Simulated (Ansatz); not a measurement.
# Al2Au: the cost of one run

All numbers are computed with Ansatz 0.2.0, driven from Python. Level of theory: DFT PBE, plane waves, PAW.

**1. The structure**

The structure is cubic, space group Fm-3m (No. 225). The conventional cell has a = 6.000 Å, b = 6.000 Å, c = 6.000 Å, α = 90.00°, β = 90.00°, γ = 90.00°. Al (site symmetry -43m) is surrounded by 4 Au at 2.60 Å. Around Au (site symmetry m-3m) lie 8 Al at 2.60 Å.

The script holds or builds the structure itself.

**2. The code**

md.py

```python
"""A few tens of MD steps for Al2Au."""

import logging
import sys

import ansatz as az
from ase import Atoms
from ase.neighborlist import neighbor_list
import numpy as np

logging.basicConfig(stream=sys.stdout, format="%(levelname)s %(message)s")
log = logging.getLogger("calc")
log.setLevel(logging.INFO)

SMEARING = "Marzari-Vanderbilt"
N_STEPS = 12
TEMPERATURE_K = 500

al2au = (
    az.Lattice.of([0.0, 3.0, 3.0], [3.0, 0.0, 3.0], [3.0, 3.0, 0.0])
    .atom("Al", [0.25, 0.25, 0.25])
    .atom("Al", [0.75, 0.75, 0.75])
    .atom("Au", [0.0, 0.0, 0.0])
)

# a coarse mesh keeps each step cheap
model = (
    al2au.supercell(2, 1, 1).calculation()
    .functional(az.Functional.PBE)
    .pseudopotentials("paw")
    .basis(34 * az.Ry)
    .kpoints(3)  # the mesh must be finer for metals
    .occupations(SMEARING)
    .md(az.Ensemble.NPT_LANGEVIN, timestep=1.0, steps=N_STEPS, temperature=TEMPERATURE_K, friction=0.02, pressure=5, initial_velocities="maxwell_boltzmann", seed=690)
)
steps = []


def collect(event):
    if event["event"] == "md_step":
        steps.append(event["data"])


result = model.session().plan().execute(on_event=collect)
summary = result.report

log.info(" step   t (fs)     E_pot (eV)   E_kin (eV)    T (K)   P (GPa)")
for s in steps[::1]:
    log.info(f"{s['step']:5d} {s['time_fs']:8.1f} {s['lagrangian_ev']:14.4f} {s['e_kin_ev']:12.4f} {s['temperature_k']:8.1f} {s['instantaneous_pressure_gpa']:9.3f}")

temperature = np.array([s["temperature_k"] for s in steps])
log.info(f"mean temperature of the second half {temperature[len(steps) // 2 :].mean():.1f} K")

track = np.array([s["positions_ang"] for s in steps])
names = np.array([site.symbol for site in result.lattice.sites])
for name in sorted(set(names)):
    msd = ((track[:, names == name] - track[0, names == name]) ** 2).sum(axis=2).mean(axis=1)
    print(f"mean square displacement of {name} (A^2):", np.round(msd[:: max(len(msd) // 6, 1)], 4))

symbols = [site.symbol for site in result.lattice.sites]
pairs = np.concatenate([neighbor_list("d", Atoms(symbols, positions=s["positions_ang"], cell=result.lattice.cell_ang, pbc=True), 4.5) for s in steps[len(steps) // 2 :]])
counts, edges = np.histogram(pairs, bins=np.arange(0.5, 4.51, 0.25))
for low, count in zip(edges, counts / (len(symbols) * len(steps[len(steps) // 2 :]))):
    log.info(f"{low:4.2f}-{low + 0.25:4.2f} A  {count:6.2f} neighbours an atom")
```

**3. The calls as engine input**

The engine receives this input:

```yaml
crystal:
  lattice:
    - [0.0, 3.0, 3.0]
    - [3.0, 0.0, 3.0]
    - [3.0, 3.0, 0.0]
  atoms:
    - { symbol: Al, position: [0.25, 0.25, 0.25] }
    - { symbol: Al, position: [0.75, 0.75, 0.75] }
    - { symbol: Au, position: [0.0, 0.0, 0.0] }
  supercell: [2, 1, 1]
basis:
  ecutwfc: 462.593566181796
kpoints:
  mp_grid:
    grid: [3, 3, 3]
hamiltonian:
  xc: pbe
  pseudopotentials:
    kind: paw
scf:
  occupations:
    method: cold
md:
  timestep: 1.0
  n_steps: 12
  ensemble: npt_langevin
  temperature: 500.0
  friction: 0.02
  pressure: 5.0
  initial_velocities: maxwell_boltzmann
  seed: 690
```

**4. The run**

Command:

```sh
$ python md.py
```

**Question.** How long does this script take on 1 thread of Arm Neoverse V1, shared host, and how much memory does it need?

About 72 s, with a peak of 0.49 GiB.
